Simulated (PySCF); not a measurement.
# One shape, several levels: Si3NH9O (SMILES O[SiH2]N([SiH3])[SiH3])

Aim: a comparison of 6 runs (HF/3-21G, HF/def2-SVP, B3LYP/6-31G*, PBE0/def2-SVP, MP2/3-21G) of Si3NH9O. Input form: a Python script.

The results are computed with PySCF 2.14.0.

### 1 The system as given

Si3NH9O has 14 atoms, charge 0, and is taken as a singlet. As SMILES, `O[SiH2]N([SiH3])[SiH3]`. The coordinates come from a GFN2-xTB relaxation. This is one conformer, not always the lowest.

Bond lengths: O1–Si2 1.624 Å, Si2–N3 1.730 Å, N3–Si4 1.748 Å, N3–Si5 1.737 Å, O1–H6 0.952 Å, Si2–H7 1.464 Å, Si2–H8 1.465 Å, Si4–H9 1.464 Å, Si4–H10 1.463 Å, Si4–H11 1.464 Å, Si5–H12 1.468 Å, Si5–H13 1.465 Å, Si5–H14 1.459 Å. Some angles: O1–Si2–N3 103.5°, Si2–N3–Si4 118.3°, Si2–N3–Si5 116.6°, Si4–N3–Si5 124.9°, O1–Si2–H7 110.4°, O1–Si2–H8 110.1°, N3–Si2–H7 110.5°, N3–Si2–H8 111.3°, Si2–O1–H6 119.8°, N3–Si4–H9 105.9°.

### 2 Energy and forces at HF/3-21G (run 1)

run.py reads:

```python
import pyscf.grad
from pyscf import gto

system = gto.Mole()
system.atom = [
    ('O', (-2.147420, 0.466130, 0.814000)),
    ('Si', (-0.580780, 0.597790, 1.222400)),
    ('N', (0.250290, -0.031040, -0.158050)),
    ('Si', (-0.701660, -0.652040, -1.486210)),
    ('Si', (1.982340, -0.108930, -0.054020)),
    ('H', (-2.821010, 0.758510, 1.419550)),
    ('H', (-0.227120, 2.001910, 1.437930)),
    ('H', (-0.303460, -0.201060, 2.418670)),
    ('H', (0.259580, -1.101440, -2.494140)),
    ('H', (-1.539040, 0.419910, -2.023680)),
    ('H', (-1.515990, -1.780650, -1.031840)),
    ('H', (2.378580, -1.170430, 0.878870)),
    ('H', (2.469300, 1.177380, 0.450120)),
    ('H', (2.496380, -0.376040, -1.393600)),
]
system.verbose = 4
system.basis = '3-21g'
system.spin = 0
system.max_memory = 1860
system.charge = 0
system.build()

hf = system.RHF()
hf.conv_tol = 1e-10
hf.kernel()
if not hf.converged:
    hf = hf.newton().run(hf.mo_coeff, hf.mo_occ)

etot = hf.e_tot
print(f'total energy: {etot:.8f} hartree')
grad = hf.Gradients().kernel()
hf.analyze()
```

The run is started by

```sh
$ OMP_NUM_THREADS=1 python run.py
```

The program printed:

```text
PySCF version 2.14.0

[... 87 lines left out ...]
DFT Exchange-Correlation Energy =      -79.268568162313386
[... 16 lines left out ...]
MO #15  energy= -4.20502043750649  occ= 2
[... 14 lines left out ...]
MO #30  energy= -0.464851318436293 occ= 2
[... 14 lines left out ...]
MO #45  energy= 0.34738757511669   occ= 0
[... 14 lines left out ...]
MO #60  energy= 1.29794395103071   occ= 0
[... 14 lines left out ...]
MO #75  energy= 3.16972025330217   occ= 0
[... 92 lines left out ...]
Dipole moment(X, Y, Z, Debye): -0.52235,  0.72762,  1.73421
```

Run time: 5.7 s. Hardware: 1 thread of Intel Xeon at 2.70GHz, shared host; peak memory 0.15 GiB.

### 3 Energy and gradient at HF/def2-SVP (run 2)

calc.py reads:

```python
# O[SiH2]N([SiH3])[SiH3]
import pyscf.grad
from pyscf import gto

mol = gto.Mole()
mol.atom = '''
O   -2.147420   0.466130   0.814000
Si  -0.580780   0.597790   1.222400
N    0.250290  -0.031040  -0.158050
Si  -0.701660  -0.652040  -1.486210
Si   1.982340  -0.108930  -0.054020
H   -2.821010   0.758510   1.419550
H   -0.227120   2.001910   1.437930
H   -0.303460  -0.201060   2.418670
H    0.259580  -1.101440  -2.494140
H   -1.539040   0.419910  -2.023680
H   -1.515990  -1.780650  -1.031840
H    2.378580  -1.170430   0.878870
H    2.469300   1.177380   0.450120
H    2.496380  -0.376040  -1.393600
'''
mol.max_memory = 1860
mol.basis = 'def2-svp'
mol.verbose = 4
mol.build()

mf = mol.RHF()
mf.conv_tol = 1e-10
mf.kernel()
if not mf.converged:
    mf = mf.newton().run(mf.mo_coeff, mf.mo_occ)

e_tot = mf.e_tot
print('E = %.10f Eh' % e_tot)
grad = mf.Gradients().kernel()
mf.analyze()
```

The run is started by

```sh
$ OMP_NUM_THREADS=1 python calc.py
```

The program printed:

```text
PySCF version 2.14.0

[... 101 lines left out ...]
MO #12  energy= -4.24619283150646  occ= 2
[... 22 lines left out ...]
MO #35  energy= 0.155182470064835  occ= 0
[... 22 lines left out ...]
MO #58  energy= 0.64473573180989   occ= 0
[... 22 lines left out ...]
MO #81  energy= 1.21143466571298   occ= 0
[... 22 lines left out ...]
MO #104 energy= 2.02080414789724   occ= 0
[... 22 lines left out ...]
MO #127 energy= 4.11419031911108   occ= 0
[... 144 lines left out ...]
Dipole moment(X, Y, Z, Debye): -0.71226,  0.62774,  1.34446
```

It took 23 s on 1 thread of Intel Xeon at 2.70GHz, shared host; peak memory 0.37 GiB.

Runs 3 to 4 aren't shown in full; the table further down has their settings and results.

### 4 Energy and forces at PBE0/def2-SVP (run 5)

run.py reads:

```python
import pyscf.grad
from pyscf import gto, dft

mol = gto.M(
    atom='''
O       -2.147420       0.466130       0.814000
Si      -0.580780       0.597790       1.222400
N        0.250290      -0.031040      -0.158050
Si      -0.701660      -0.652040      -1.486210
Si       1.982340      -0.108930      -0.054020
H       -2.821010       0.758510       1.419550
H       -0.227120       2.001910       1.437930
H       -0.303460      -0.201060       2.418670
H        0.259580      -1.101440      -2.494140
H       -1.539040       0.419910      -2.023680
H       -1.515990      -1.780650      -1.031840
H        2.378580      -1.170430       0.878870
H        2.469300       1.177380       0.450120
H        2.496380      -0.376040      -1.393600
''',
    max_memory=1860,
    verbose=4,
    basis='def2-svp',
    charge=0,
)

myscf = dft.RKS(mol)
myscf.xc = 'pbe0'
myscf.grids.level = 5
myscf.conv_tol = 1e-10
myscf.kernel()
if not myscf.converged:
    myscf = myscf.newton().run(myscf.mo_coeff, myscf.mo_occ)

etot = myscf.e_tot
print(f'total energy: {etot:.8f} hartree')
grad = myscf.Gradients().kernel()
myscf.analyze()
```

The run is started by

```sh
$ OMP_NUM_THREADS=1 python run.py
```

The program printed:

```text
PySCF version 2.14.0

[... 115 lines left out ...]
MO #12  energy= -3.67743619672638  occ= 2
[... 22 lines left out ...]
MO #35  energy= 0.0301288279991749 occ= 0
[... 22 lines left out ...]
MO #58  energy= 0.458713815829454  occ= 0
[... 22 lines left out ...]
MO #81  energy= 0.963987961653512  occ= 0
[... 22 lines left out ...]
MO #104 energy= 1.7538013896041    occ= 0
[... 22 lines left out ...]
MO #127 energy= 3.72367022530366   occ= 0
[... 144 lines left out ...]
Dipole moment(X, Y, Z, Debye): -0.85938,  0.57926,  1.19805
```

Run time: 74 s. Hardware: 1 thread of Intel Xeon at 2.70GHz, shared host; peak memory 1.4 GiB.

### 5 Energy and forces at MP2/3-21G (run 6)

job.py reads:

```python
from pyscf import gto, scf, mp

mol = gto.Mole()
mol.atom = '''
O     -4.058036     0.880858     1.538237
Si    -1.097515     1.129659     2.310001
N      0.472980    -0.058657    -0.298671
Si    -1.325945    -1.232177    -2.808530
Si     3.746080    -0.205848    -0.102083
H     -5.330936     1.433376     2.682561
H     -0.429195     3.783062     2.717294
H     -0.573456    -0.379948     4.570624
H      0.490535    -2.081420    -4.713242
H     -2.908364     0.793515    -3.824201
H     -2.864806    -3.364941    -1.949895
H      4.494865    -2.211792     1.660824
H      4.666301     2.224926     0.850604
H      4.717475    -0.710613    -2.633522
'''
mol.verbose = 3
mol.unit = 'bohr'
mol.max_memory = 1860
mol.basis = '3-21g'
mol.charge = 0
mol.build()

hf = scf.RHF(mol)
hf.conv_tol = 1e-10
hf.kernel()
if not hf.converged:
    hf = hf.newton().run(hf.mo_coeff, hf.mo_occ)

pt = mp.MP2(hf, frozen=17).run()
energy = pt.e_tot
print(f'total energy: {energy:.8f} hartree')
grad = pt.nuc_grad_method().kernel()
dip = hf.dip_moment()
pop, q = hf.mulliken_pop()
```

The run is started by

```sh
$ OMP_NUM_THREADS=1 python job.py
```

The program printed:

```text
converged SCF energy = -996.100399119248
[... 2 lines left out ...]
total energy: -996.48272896 hartree
[... 8 lines left out ...]
Dipole moment(X, Y, Z, Debye): -0.52235,  0.72762,  1.73421
[... 90 lines left out ...]
charge of   13H =     -0.20987
```

It took 8.7 s on 1 thread of Intel Xeon at 2.70GHz, shared host; peak memory 0.35 GiB.

### 6 Overview of the runs

| run | level | integration grid | Cartesian functions | energy (Eh) | dipole moment (D) of the reference | HOMO energy (eV) | LUMO energy (eV) | wall time |
| --- | --- | --- | --- | --- | --- | --- | --- | --- |
| 1 | HF/3-21G | – | no | -996.100399 | 1.95 | -10.13 | 4.09 | 5.7 s |
| 2 | HF/def2-SVP | – | no | -1001.081355 | 1.65 | -10.58 | 3.81 | 23 s |
| 3 | B3LYP/6-31G* (spherical functions) | 5 | no | -1003.946255 | 1.62 | -6.90 | 0.19 | 75 s |
| 4 | B3LYP/6-31G* (Cartesian functions) | 5 | yes | -1003.953921 | 1.61 | -6.90 | 0.16 | 85 s |
| 5 | PBE0/def2-SVP | 5 | no | -1003.055633 | 1.58 | -7.30 | 0.34 | 74 s |
| 6 | MP2/3-21G | – | no | -996.482729 | 1.95 | -10.13 | 4.09 | 8.7 s |

### 7 Summary of results

| quantity | value |
| --- | --- |
| run 6: total energy | -996.48273 Eh |
| run 6: dipole moment (Hartree–Fock density) | 1.95 D |
| run 6: HOMO energy (Hartree–Fock orbitals) | -10.13 eV |
| run 6: LUMO energy (Hartree–Fock orbitals) | 4.09 eV |
| run 6: HOMO–LUMO gap (Hartree–Fock orbitals) | 14.21 eV |
| run 6: correlation energy (17 core orbitals frozen) | -382.3 mEh |
| run 6: largest force on an atom | 2.252 eV/Å |

In words: Over runs 1, 2, 3, 4, 5 the dipole moment (its size) runs from 1.58 D (PBE0/def2-SVP) to 1.95 D (HF/3-21G). The two ends differ in method and basis. Over runs 1, 2, 3, 4, 5 the HOMO–LUMO gap runs from 7.06 eV (B3LYP/6-31G*) to 14.38 eV (HF/def2-SVP). Totals of different functionals can't be ranked against each other. All runs together took 4.5 min, the longest 85 s.
